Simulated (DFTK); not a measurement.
Runs of DFTK 0.8.2 on NaLaMnMoO6. Symmetry: P2_1, No. 4, monoclinic system. Conventional cell: a = 5.557 Å, b = 5.598 Å, c = 8.025 Å, α = 90.00°, β = 90.44°, γ = 90.00°. Na (site symmetry 1) is surrounded by 4 O at 2.36 to 2.63 Å. Around La (site symmetry 1) lie 8 O at 2.40 to 2.69 Å. Mn (site symmetry 1) has 6 O at 2.07 to 2.20 Å as nearest neighbours. Around Mo (site symmetry 1) lie 5 O at 1.83 to 2.03 Å. Around O (site symmetry 1) lie 1 Mo at 1.83 Å and 1 Mn at 2.08 Å. O (site symmetry 1) is surrounded by 1 Mo at 1.87 Å. O (site symmetry 1) has 1 Mo at 1.91 Å and 1 Mn at 2.08 Å as nearest neighbours. Around O (site symmetry 1) lie 1 Mo at 2.03 Å and 1 Mn at 2.07 Å. The cell was built by a generator and needn't be a form met in nature.

```tsv
U	gap on the mesh (eV)	pressure (GPa)	moment (μB)	largest force (eV/Å)
Mn d U = 8 eV, Mo d U = 8 eV	2.53	-4.3	0.00	1.68
Mn d U = 1.5 eV, Mo d U = 1.5 eV	1.37	(a)	0.00	1.15
Mn d U = 0 eV, Mo d U = 0 eV	0.81	(b)	0.00	1.26
Mn d U = 3 eV, Mo d U = 3 eV	1.84	-6.4	0.00	1.22
Mn d U = 6 eV, Mo d U = 6 eV	2.41	-5.1	0.00	1.52
Mn d U = 4.5 eV, Mo d U = 4.5 eV	2.19	-5.7	0.00	1.38
```

Alike in all rows: task single point; level LDA+U; potentials or basis dojo.nc.sr.pbe.v0_4_1.standard.upf (PBE); spin collinear, antiferromagnetic start; cell as given; k mesh 1 × 1 × 1; cutoff (eV) 1497; smearing fermi-dirac 0.05 eV; the mesh is coarse, so values aren't converged.

Question: Fill in the values left out.

Answer: (a) -7.2; (b) -8.1.

Caveats: all runs use coarse meshes; the Hubbard orbitals reach further out than in other programs, which can move energies by up to some tens of meV an atom; the potentials were made for another functional, which shifts forces and pressure; spin-orbit coupling is left out, which moves the levels of the heavy elements; an odd mesh through Γ misses points on the zone boundary, where band edges often lie.

A k mesh can miss the band edges, and the runs leave out spin-orbit coupling on La, Mo.

Runs at the PBE level aren't shown here.
